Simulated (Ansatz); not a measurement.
# C5H4F6: basis-set convergence

How large a basis does C5H4F6 need? Two functionals are run in growing sets.

Method: one geometry, several basis sets; program: Ansatz 0.2.0, Gaussian basis.

The runs, in order: PBE0-D4/def2-SVP; ωB97M-V/def2-SVP; PBE0-D4/def2-QZVPP; ωB97M-V/def2-QZVPP; the functionals' def2-TZVPP values are taken from earlier runs.

**1. The geometry**

The geometry comes from an earlier relaxation with PBE0-D4 in a triple-zeta def2 set; it is a stationary point, not always the lowest conformer.

SMILES `F[C@@H]1[C@@H](F)CC(F)(F)C1(F)F`, 15 atoms, charge 0, spin multiplicity 1.

Atoms are counted from 1 here; the program's logs count them from 0.

Bond lengths: F1–C2 1.374 Å, C2–C3 1.524 Å, C2–C10 1.534 Å, C2–H12 1.093 Å, C3–C4 1.510 Å, C3–H13 1.089 Å, C3–H14 1.092 Å, C4–F5 1.356 Å, C4–F6 1.340 Å, C4–C7 1.543 Å, C7–F8 1.355 Å, C7–F9 1.331 Å, C7–C10 1.541 Å, C10–F11 1.365 Å, C10–H15 1.093 Å. Angles: F1–C2–C3 111.3°, F1–C2–C10 111.4°, F1–C2–H12 108.0°, C3–C2–C10 106.8°, C3–C2–H12 111.5°, C10–C2–H12 107.8°, C2–C3–C4 103.0°, C2–C3–H13 113.8°, C2–C3–H14 109.6°, C4–C3–H13 112.1°, C4–C3–H14 108.7°, H13–C3–H14 109.4°, C3–C4–F5 110.3°, C3–C4–F6 114.4°, C3–C4–C7 103.5°, F5–C4–F6 107.8°, F5–C4–C7 107.9°, F6–C4–C7 112.8° and more.

**2. PBE0-D4 in def2-SVP**

in.yaml reads:

```yaml
crystal:
  periodic: [false, false, false]
  atoms:
    - {symbol: F, position_ang: [-1.693057, -0.283749, -1.779253]}
    - {symbol: C, position_ang: [-0.661367, 0.272571, -1.062484]}
    - {symbol: C, position_ang: [-1.092921, 0.603425, 0.361449]}
    - {symbol: C, position_ang: [0.204508, 0.543455, 1.130720]}
    - {symbol: F, position_ang: [0.962741, 1.634232, 0.858737]}
    - {symbol: F, position_ang: [0.057513, 0.467134, 2.460346]}
    - {symbol: C, position_ang: [0.917253, -0.689656, 0.536906]}
    - {symbol: F, position_ang: [0.383560, -1.791068, 1.117868]}
    - {symbol: F, position_ang: [2.231656, -0.691729, 0.747074]}
    - {symbol: C, position_ang: [0.527340, -0.690930, -0.954142]}
    - {symbol: F, position_ang: [1.568699, -0.280183, -1.735229]}
    - {symbol: H, position_ang: [-0.321264, 1.164052, -1.596087]}
    - {symbol: H, position_ang: [-1.581625, 1.571273, 0.458801]}
    - {symbol: H, position_ang: [-1.758410, -0.178320, 0.734062]}
    - {symbol: H, position_ang: [0.233474, -1.701207, -1.249469]}
basis:
  gaussian: {orbitals: def2-SVP}
hamiltonian: {xc: pbe0, dispersion: d4}
output: {orbitals: {seedname: orbitals}}
```

On the command line:

```bash
> ansatz run in.yaml --threads 4 --pin off --events-out ev --progress --plain --max-ram 66560MiB --backend cpu
```

Further steps of the session: ωB97M-V in def2-SVP; PBE0-D4 in def2-QZVPP; ωB97M-V in def2-QZVPP.

Before running them: what should the planned runs give, taken together? Wanted: PBE0-D4: double and triple zeta above quadruple; ωB97M-V: double and triple zeta above quadruple.

**Answer**, as computed:

```
                                       quantity           value
PBE0-D4: double and triple zeta above quadruple  26.64, 1.07 eV
ωB97M-V: double and triple zeta above quadruple  27.18, 1.01 eV
```

What this shows: PBE0-D4 gains 25.57 eV from double to triple zeta, then 1.07 eV more. These are total energies; as a rule much of such shifts cancels in differences, which this series doesn't test. The LUMO of ωB97M-V is positive and keeps falling with the basis (2.64 to 1.72 eV): an unbound level that the basis holds in place.
